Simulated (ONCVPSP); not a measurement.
# Sn: generating and testing an ONCV potential

Do these settings give a usable potential? It is generated, then checked for transferability, scattering, ghosts and hardness.

The numbers are computed with ONCVPSP 4.0.1 (PBEsol, scalar-relativistic, spin-unpolarised reference atom).

2 further runs of the same task are left out: 1 that didn't finish, 1 set aside as unsound or not needed.

## Step 1: The atom and the settings

The settings as typed:

* element: tin (Sn, Z = 50)
* type: optimised norm-conserving Vanderbilt (ONCV)
* frozen core: [Ar] 3d10
* valence charge: 22
* reference configuration: 4s2 4p6 4d10 5s2 5p2
* partial waves: 4s+5s: rc 1.40 bohr, ncon 3, nbas 7, qcut 9.3 1/bohr, 2 projectors; 4p+5p: rc 1.30 bohr, ncon 3, nbas 6, qcut 8.2 1/bohr, 2 projectors; 4d: rc 1.15 bohr, ncon 4, nbas 9, qcut 7.9 1/bohr, 2 projectors, debl 3.6 Ha
* local potential: polynomial inside 0.75 bohr (lpopt 5, dvloc0 4 Ha)
* core correction: polynomial model core, fcfact 0.4

The outer shells as boxes (Hund's rule for the drawing; the calculation is spin-unpolarised):

```
[Ar] core
3d [↑↓][↑↓][↑↓][↑↓][↑↓]
4s [↑↓]
4p [↑↓][↑↓][↑↓]
4d [↑↓][↑↓][↑↓][↑↓][↑↓]
5s [↑↓]
5p [↑ ][↑ ][  ]
```

The nodes and maxima of the atom's own shells, from an earlier all-electron run, set the scale for the radii.

All-electron outer shells of the reference configuration (PBEsol, scalar-relativistic, ld1.x):

| shell | level (eV) | outermost node (bohr) | outermost maximum (bohr) |
| --- | --- | --- | --- |
| 3p | -698.48 | 0.14 | 0.30 |
| 3d | -473.39 | – | 0.25 |
| 4s | -133.74 | 0.40 | 0.74 |
| 4p | -89.56 | 0.41 | 0.79 |
| 4d | -25.79 | 0.39 | 0.88 |
| 5s | -10.59 | 0.98 | 2.01 |
| 5p | -3.71 | 1.09 | 2.55 |

## Step 2: Generating the potential

Sn.dat reads:

```
# ATOM AND REFERENCE CONFIGURATION
# atsym  z   nc   nv     iexc    psfile
  Sn 50.00    6    5  -116133      upf
#
#   n    l    f
    1    0    2.00
    2    0    2.00
    2    1    6.00
    3    0    2.00
    3    1    6.00
    3    2   10.00
    4    0    2.00
    4    1    6.00
    4    2   10.00
    5    0    2.00
    5    1    2.00
#
# PSEUDOPOTENTIAL AND OPTIMIZATION
# lmax
    2
#
#   l,   rc,      ep,       ncon, nbas, qcut
    0    1.40    0.00    3    7    9.30
    1    1.30    0.00    3    6    8.20
    2    1.15    0.00    4    9    7.90
#
# LOCAL POTENTIAL
# lloc, lpopt,  rc(5),   dvloc0
    4    5    0.75    4.00
#
# VANDERBILT-KLEINMAN-BYLANDER PROJECTORs
# l, nproj, debl
    0    2    3.50
    1    2    2.50
    2    2    3.60
#
# MODEL CORE CHARGE
# icmod, fcfact, rcfact
    1    0.40    0.00
#
# LOG DERIVATIVE ANALYSIS
# epsh1, epsh2, depsh
   -6.00    5.00    0.04
#
# OUTPUT GRID
# rlmax, drl
    6.00    0.01
#
# TEST CONFIGURATIONS
# ncnf
    4
# nvcnf
#   n    l    f
    5
    4    0    2.00
    4    1    6.00
    4    2   10.00
    5    0    2.00
    5    1    1.00
#
    5
    4    0    2.00
    4    1    6.00
    4    2   10.00
    5    0    2.00
    5    1    0.00
#
    5
    4    0    2.00
    4    1    6.00
    4    2   10.00
    5    0    1.00
    5    1    0.00
#
    5
    4    0    2.00
    4    1    6.00
    4    2    9.00
    5    0    2.00
    5    1    3.00
#
```

The run is started by

```
$ oncvpsp.x < Sn.dat > Sn.out
```

**Question.** What will these runs give? Wanted: cutoffs for 1 and 0.1 mHa per electron, occupied waves; bound ghosts; GHOST(+) flags; largest test error; largest phase difference near zero energy, channels read; rms error of d²Exc/dn², without and with the model core.

As calculated:

```
                                                quantity                              value
  cutoffs for 1 and 0.1 mHa per electron, occupied waves                  130 Ha and 229 Ha
                                            bound ghosts                         none found
                                          GHOST(+) flags           s at 92 eV, d at 1912 eV
                            largest test error (AE − PS)  -13 meV, for 4s2 4p6 4d10 5s1 5p0
largest phase difference near zero energy, channels read                          0.001 rad
 rms error of d²Exc/dn², without and with the model core                  2.78 and 1.15 mHa
```

By total energies transferability is good: the largest error is 13 meV on 51.9 eV, for 4s2 4p6 4d10 5s1 5p0. It counts as very hard, with 130 Ha needed at the looser tolerance. At the looser tolerance the 4d wave is the slowest; 4s needs 30 Ha. The program's ghost test flags no bound state. Near zero energy the phases of the channels with partial waves agree within 0.001 rad. The program also flags highly localised states, GHOST(+) (s, d). These are tests on the free atom; a crystal test is still owed.
